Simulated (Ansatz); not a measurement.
# TaC (quartet): the correlation ladder, def2-QZVPP

An exercise on one series of results from a longer session: the logs are not shown, and one member is left open.

The runs use Ansatz 0.2.0, Gaussian basis; def2-QZVPP, core rule «outside noble gas», up to 5 orbitals frozen.

To be run: UHF; ROHF; CCSD(T) on UHF.

## The geometry

The geometry is a PBE0/def2-TZVP stationary point (not a proven minimum). No spin-orbit coupling is included. Elements past krypton take def2 core potentials.

2 atoms, charge 0, spin multiplicity 4.

Atoms are counted from 1 here; the program's logs count them from 0.

Bond lengths: Ta1–C2 1.764 Å.

The first run:

File in.yaml:

```yaml
crystal:
  periodic: [false, false, false]
  atoms:
    - {symbol: Ta, position_ang: [0.000000, 0.000000, 0.000000]}
    - {symbol: C, position_ang: [0.000000, 0.000000, 1.764200]}
basis:
  gaussian: {orbitals: "def2-QZVPP.json"}
magnetization: {spin_polarized: true, initial_magnetization: 3}
hamiltonian: {xc: hf}
output: {orbitals: {seedname: orbitals}}
```

The run is started by

```sh
$ ansatz run in.yaml --threads 1 --pin off --events-out ev --progress --plain --max-ram 4096MiB --backend cpu
```

Among the steps run: UHF; ROHF; CCSD(T) on UHF.

One table of the session follows, with a row left open; its other results are not shown here.

It belongs to the step «Misses and costs». 

| method | from UCCSD(T) (kJ/mol) |
| --- | --- |
| ROHF | +788.0 |
| UHF | +743.6 |
| UMP2 | ? |
| UCCSD | +52.2 |
| UCCSD(T) | 0 |

Q: Estimate the row for UMP2 from the others.

The run gave: from UCCSD(T) (kJ/mol): +123.7. In the column «from UCCSD(T) (kJ/mol)» it lies between UCCSD (+52.2) and UHF (+743.6).

To keep in mind: The determinant is far from a pure spin state, so its energy mixes those of several spin states (harmless only where they are near-degenerate, as at dissociation).
